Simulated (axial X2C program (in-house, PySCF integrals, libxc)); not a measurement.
# LaMg: properties at the nuclei

Wanted for LaMg: properties at the nuclei, at the two-component level.

Program: an in-house X2C program for linear molecules on PySCF integrals. Level of theory: two-component X2C with atomic mean-field terms, La dyall-cv3z, Mg dyall-cv3z. These are calculated values, not measurements.

## (1) Input

Input file task.json:

```json
{"zs": [57, 12], "q": 0, "bas": ["dyall-cv3z", "dyall-cv3z"], "r0": 3.19, "levels": ["PBE0", "HF", "BHandHLYP", "BP86", "LDA"], "nst": 3}
```

Keys: zs atomic numbers; q charge; bas basis sets; r0 starting distance in Å; levels methods (HF also brings MP2); nst determinants followed.

On the command line:

```sh
$ python soeom.py task.json out
```

Nuclei are Gaussian, cores are contracted, and the Gaunt term is on.

## (2) Expectation values, lowest determinant

R = 3.200 Å. State: Ω = 3/2 (excess of +ω over −ω: ω = 3/2).

Output of the PBE0 run:

```text
two-component X2C + atomic mean field  PBE0
basis functions 237  fitting functions 1036  grid points 5085
iter        total energy     max residual
   1      -8688.998641318     7.82e-01
   2      -8689.044129774     1.92e-03
   3      -8689.044133854     1.02e-03
   4      -8689.044157730     9.74e-05
   5      -8689.044157955     7.33e-05
   6      -8689.044158072     2.87e-05
   7      -8689.044158125     4.15e-05
   8      -8689.044158172     1.65e-05
   9      -8689.044158194     6.36e-06
  10      -8689.044158199     5.39e-06
converged
one-electron -12073.91484031  Coulomb 3499.23262956  exact exchange -54.64525142  xc functional -167.20541754  nuclear repulsion 113.11162883  atomic mean-field constant -5.62290733
```

The highest occupied spinor is 51% La s, 21% Mg p, 15% La p.

| level | Eeff magnitude (GV/cm) | Ws magnitude La (kHz) | A∥/gI La (MHz) | qzz La (a.u.) | A∥/gI Mg (MHz) | qzz Mg (a.u.) | μ (D) |
| --- | --- | --- | --- | --- | --- | --- | --- |
| PBE0 | 4.36 | 1.8 | 1420 | -2.11 | 3.25 | 0.02 | -0.82 |
| HF | 5.4 | 2.01 | 1200 | -2.68 | -54.1 | -0.04 | 0.85 |
| BHandHLYP | 4.18 | 1.74 | 1350 | -1.97 | 17.6 | 0.02 | -0.29 |
| BP86 | 4.06 | 1.68 | 1490 | -2.14 | 6.68 | 0.04 | -0.91 |
| LDA | 4.2 | 1.71 | 1520 | -2.13 | 10.8 | 0.07 | -0.89 |

Eeff is the effective electric field on the electron dipole moment in this Ω state and Ws the scalar–pseudoscalar constant (defined with the proton number Z and per Ω); A∥ is the parallel hyperfine constant, which follows by multiplying with the nuclear g factor gI = μI/(I μN); qzz is the electric field gradient, eQq0 = 234.96 MHz × Q/barn × qzz; μ is positive if Mg is the positive end. The operators were transformed with the bare-nucleus X2C matrices.

## (3) Expectation values, a higher determinant

R = 3.200 Å. State: Ω = 1/2 (excess of +ω over −ω: 2 × ω = -1/2, ω = 3/2), 0.28 eV above the lowest in the PBE0 search for states (made at or near this distance, with looser thresholds).

Output of the PBE0 run:

```text
two-component X2C + atomic mean field  PBE0
basis functions 237  fitting functions 1036  grid points 5085
iter        total energy     max residual
   1      -8688.989537075     6.66e-01
   2      -8689.033587921     1.59e-03
   3      -8689.033590746     9.94e-04
   4      -8689.033612676     9.36e-05
   5      -8689.033612837     7.14e-05
   6      -8689.033612914     2.28e-05
   7      -8689.033612932     2.28e-05
   8      -8689.033612951     8.16e-06
   9      -8689.033612958     4.93e-06
converged
one-electron -12073.68208921  Coulomb 3498.99179455  exact exchange -54.64094638  xc functional -167.19109342  nuclear repulsion 113.11162883  atomic mean-field constant -5.62290733
```

The highest occupied spinor is 58% La s, 18% Mg p, 11% La p.

| level | Eeff magnitude (GV/cm) | Ws magnitude La (kHz) | A∥/gI La (MHz) | qzz La (a.u.) | A∥/gI Mg (MHz) | qzz Mg (a.u.) | μ (D) |
| --- | --- | --- | --- | --- | --- | --- | --- |
| PBE0 | 5.88 | 8.38 | -4330 | -1.99 | -291 | 0.03 | -0.81 |
| HF | 11.4 | 16.8 | -3400 | -2.15 | -353 | -0.10 | 0.12 |
| BHandHLYP | 6.32 | 9.07 | -4600 | -2.02 | -257 | 0.03 | -0.45 |
| BP86 | 4.69 | 6.59 | -4250 | -1.96 | -275 | 0.06 | -0.92 |
| LDA | 4.74 | 6.71 | -4500 | -2.04 | -257 | 0.06 | -0.95 |

## (4) Expectation values, a higher determinant

R = 3.200 Å. State: Ω = 1/2 (excess of +ω over −ω: ω = 1/2), 0.38 eV above the lowest in the PBE0 search for states (made at or near this distance, with looser thresholds).

Output of the PBE0 run:

```text
two-component X2C + atomic mean field  PBE0
basis functions 237  fitting functions 1036  grid points 5085
iter        total energy     max residual
   1      -8688.984607890     7.09e-01
   2      -8689.030244873     1.75e-03
   3      -8689.030250020     1.07e-03
   4      -8689.030271722     1.36e-04
   5      -8689.030271781     1.10e-04
   6      -8689.030272173     2.46e-05
   7      -8689.030272187     1.72e-05
   8      -8689.030272195     7.97e-06
converged
one-electron -12073.60070415  Coulomb 3498.92341539  exact exchange -54.64364040  xc functional -167.19806454  nuclear repulsion 113.11162883  atomic mean-field constant -5.62290733
```

The highest occupied spinor is 38% La d, 28% Mg p, 14% La p.

| level | Eeff magnitude (GV/cm) | Ws magnitude La (kHz) | A∥/gI La (MHz) | qzz La (a.u.) | A∥/gI Mg (MHz) | qzz Mg (a.u.) | μ (D) |
| --- | --- | --- | --- | --- | --- | --- | --- |
| PBE0 | 3.88 | 4.95 | 3910 | -2.77 | 63.8 | -0.21 | -2.05 |
| HF | 5.66 | 7.21 | 3360 | -2.35 | -68.5 | -0.06 | -0.32 |
| BHandHLYP | 0.604 | 0.741 | 2230 | -2.45 | 64.7 | -0.19 | -0.97 |
| BP86 | 3.95 | 5.08 | 4100 | -2.98 | 97.6 | -0.21 | -1.83 |
| LDA | 4.14 | 5.37 | 4200 | -3.03 | 141 | -0.21 | -1.68 |

## (5) Summary of results

| quantity | value |
| --- | --- |
| lowest determinant | Ω = 3/2 (excess of +ω over −ω: ω = 3/2) |
| Eeff magnitude (GV/cm), PBE0 | 4.36 |
| Ws magnitude La (kHz), PBE0 | 1.8 |
| A∥/gI La (MHz), PBE0 | 1420 |
| qzz La (a.u.), PBE0 | -2.11 |
| higher determinant | Ω = 1/2 (excess of +ω over −ω: 2 × ω = -1/2, ω = 3/2) |
| Eeff magnitude (GV/cm), PBE0, higher determinant | 5.88 |
| Ws magnitude La (kHz), PBE0, higher determinant | 8.38 |
| A∥/gI La (MHz), PBE0, higher determinant | -4330 |
| qzz La (a.u.), PBE0, higher determinant | -1.99 |
| higher determinant | Ω = 1/2 (excess of +ω over −ω: ω = 1/2) |
| Eeff magnitude (GV/cm), PBE0, higher determinant | 3.88 |
| Ws magnitude La (kHz), PBE0, higher determinant | 4.95 |
| A∥/gI La (MHz), PBE0, higher determinant | 3910 |
| qzz La (a.u.), PBE0, higher determinant | -2.77 |

In words: In the first state, the effective field runs from 4.06 to 5.4 GV/cm over the mean-field levels. The expectation values come from single determinants, which for open shells can mix terms of unlike spin or miss the lowest Ω, so a determinant need not be a state. Eeff is the effective electric field on the electron dipole moment in this Ω state and Ws the scalar–pseudoscalar constant (defined with the proton number Z and per Ω); A∥ is the parallel hyperfine constant, which follows by multiplying with the nuclear g factor gI = μI/(I μN); qzz is the electric field gradient, eQq0 = 234.96 MHz × Q/barn × qzz; μ is positive if Mg is the positive end. The operators were transformed with the bare-nucleus X2C matrices.
